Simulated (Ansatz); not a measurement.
# CoBiO3: the cost of one run

Program: Ansatz 0.2.0 through its Python package. Level of theory: DFT LDA+U, plane waves, PAW. These are calculated values, not measurements.

## 1. The structure

The structure is tetragonal, space group P4mm (No. 99). The conventional cell has a = 3.724 Å, b = 3.724 Å, c = 4.021 Å, α = 90.00°, β = 90.00°, γ = 90.00°. Co (site symmetry 4mm) is surrounded by 6 O at 1.85 to 2.17 Å. Bi (site symmetry 4mm) is surrounded by 8 O at 2.35 to 2.67 Å. O (site symmetry 2mm) has 2 Co at 1.89 Å and 2 Bi at 2.35 Å in its first shell of neighbours. Around O (site symmetry 4mm) lie 2 Co at 1.85 to 2.17 Å and 4 Bi at 2.67 Å.

No structure file is read: the coordinates are typed or built in the script.

## 2. The code

Contents of plus_u.py:

```python
"""DFT+U scan for CoBiO3."""

import warnings

import ansatz as az
import numpy as np
from tabulate import tabulate


def count_gap(report):
    # lowest empty less highest filled band, counting bands; zero where they overlap
    return max(report.get("gap_by_band_count_ev") or 0.0, 0.0)


def main() -> None:
    warnings.simplefilter("ignore", az.DeckWarning)

    cell = (
        az.Lattice.from_parameters(3.724444, 3.724444, 4.020832, alpha=90, beta=90, gamma=90)
        .space_group(99, hermann_mauguin="P4mm")
        .atom("Co", [0.5, 0.5, 0.622807])
        .atom("Bi", [0.0, 0.0, 0.050955])
        .atom("O", [0.5, 0.0, 0.696085])
        .atom("O", [0.5, 0.5, 0.162572])
        .moments(Co=1.8)
    )

    setup = cell.calculation()
    setup = setup.functional("LDA")
    setup = setup.basis(31 * az.Ry).kpoints(spacing=0.27)
    setup = setup.occupations(az.OccupationsMethod.GAUSSIAN, width=0.15)
    setup = setup.spin("collinear")
    setup = setup.scf(tolerance=1e-10)
    setup = setup.band_table()
    rows = []
    for u in [0.0, 1.5, 3.0, 4.5, 6.0]:
        r = setup.hubbard("Co", "d", u_eff=u).run(threads=1).report
        shell = r["hubbard"]["n_scf"]
        rows.append((u, count_gap(r), sum(shell) / len(shell), max(abs(m) for m in r["site_moments_mub"]), r["n_iterations"]))
    print(tabulate(rows, headers=["U_eff eV", "gap by band count eV", "Co d occupation (projector)", "largest moment muB", "iterations"], floatfmt=".4f", tablefmt="github"))


if __name__ == "__main__":
    main()
```

## 3. Launch

The run is started by

```console
$ python plus_u.py
```

**Question.** How long does this script take on 1 thread of Arm Neoverse V1, shared host, and how much memory does it need?

About 43 min, with a peak of 1.2 GiB.
